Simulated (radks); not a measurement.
# Ionisation of Cs: one atom, several choices of exchange strength α

The task here is to estimate one member of a computed series from the others.

The numbers are computed with radks (a radial shooting solver on a logarithmic mesh, Libxc functionals) version 1 (Dirac Kohn-Sham, spin-unpolarised, spherical densities, finite nucleus), except any that are marked as measured or tabulated.

## What is computed

```
element       : caesium (Z = 55)
charge        : 0
electrons     : 55
configuration : [Xe] 6s1
ion           : Cs⁺, [Xe]
choices       : α = 0.574; α = 0.638; α = 0.65; α = 0.667; α = 0.858; α = 0.915; α = 1.017
```

Outer shells as boxes (Hund's rule):

Cs
```
[Xe] core
6s [↑ ]
```

Cs⁺
```
[Kr] core
4d [↑↓][↑↓][↑↓][↑↓][↑↓]
5s [↑↓]
5p [↑↓][↑↓][↑↓]
```

Set-up of the first run:

Input:

```text
Z 55
configuration [Xe] 6s1
relativity Dirac
functional xalpha 0.574
spin unpolarised
j_filling energy
nucleus finite rms 4.8041 fm
c 137.035999084
```

Among the steps run: α = 0.574: Cs.

One table of the session follows, with a row left open; its other results are not shown here.

It belongs to the step «α = 0.574: Cs». Radial moments (bohr):

| level | <r> | outermost maximum (interpolated) | 90 % within | nodes |
| --- | --- | --- | --- | --- |
| 4p1/2 | 0.7241 | 0.659 | 1.06 | 2 |
| 4p3/2 | 0.7525 | 0.683 | 1.10 | 2 |
| 4d3/2 | ? | ? | ? | ? |
| 4d5/2 | 0.8493 | 0.729 | 1.29 | 1 |
| 5s1/2 | 1.757 | 1.55 | 2.55 | 4 |
| 5p1/2 | 2.062 | 1.74 | 3.07 | 3 |
| 5p3/2 | 2.171 | 1.82 | 3.24 | 3 |
| 6s1/2 | 6.138 | 4.97 | 9.32 | 5 |

Estimate the missing values for 4d3/2.

The run gave: <r>: 0.8385; outermost maximum (interpolated): 0.720; 90 % within: 1.27; nodes: 1. In the column «<r>» it lies between 4p3/2 (0.7525) and 4d5/2 (0.8493).

To keep in mind: Spin polarisation and multiplet splitting are left out, so open shells lie too high by an amount that depends on their filling.
